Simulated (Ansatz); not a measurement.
Input of an Ansatz 0.2.0 run:

Contents of input.yaml:

```yaml
crystal:
  lattice:
    - [-2.300904, 2.300904, 5.516494]
    - [2.300904, -2.300904, 5.516494]
    - [2.300904, 2.300904, -5.516494]
  atoms:
    - { symbol: Te, position: [0.0, 0.0, 0.0] }
    - { symbol: Sn, position: [0.5, 0.5, 0.0] }
    - { symbol: Sn, position: [0.25, 0.75, 0.5] }
    - { symbol: Sn, position: [0.75, 0.25, 0.5] }
hamiltonian:
  xc: pbesol
  pseudopotentials: { kind: paw }
kpoints:
  mp_grid: { grid: [8, 8, 8] }
  band_path:
    path:
      - [[0.0, 0.0, 0.0], [0.5, -0.5, 0.0], [0.5, -0.5, 0.0869842658], [0.2934921329, -0.2934921329, 0.2934921329], [0.0, 0.0, 0.0], [0.5, 0.5, -0.5], [0.7065078671, 0.2934921329, -0.2934921329], [0.5, 0.0, 0.0], [0.75, -0.25, -0.25], [0.9130157342, 0.0869842658, -0.5], [0.5, 0.5, -0.5]]
      - [[0.5, -0.5, 0.0], [0.75, -0.25, -0.25]]
    npoints: 14
scf:
  occupations: { method: fermi_dirac, width: 0.05 }
  n_extra_bands: 10
output:
  forces: true
  stress: true
  eigenvalues: true
  fatbands: true
```

Potentials or basis: Ansatz PAW.

Command:

```sh
$ ansatz run input.yaml --threads 2 --pin off --max-ram 5632MiB --backend cpu --events-out ev --progress --plain --runs-dir out
```

(1) What does it give for the pressure?

(2) Estimate the band gap on the k mesh.

## Answers

(1) -3.0 GPa.

(2) none (metal or under the smearing width).

Caveat: spin-orbit coupling is left out, which moves the levels of the heavy elements; the PAW data sets come from PBE, with cores solved anew for the run's functional, which leaves a small shift of forces and pressure.
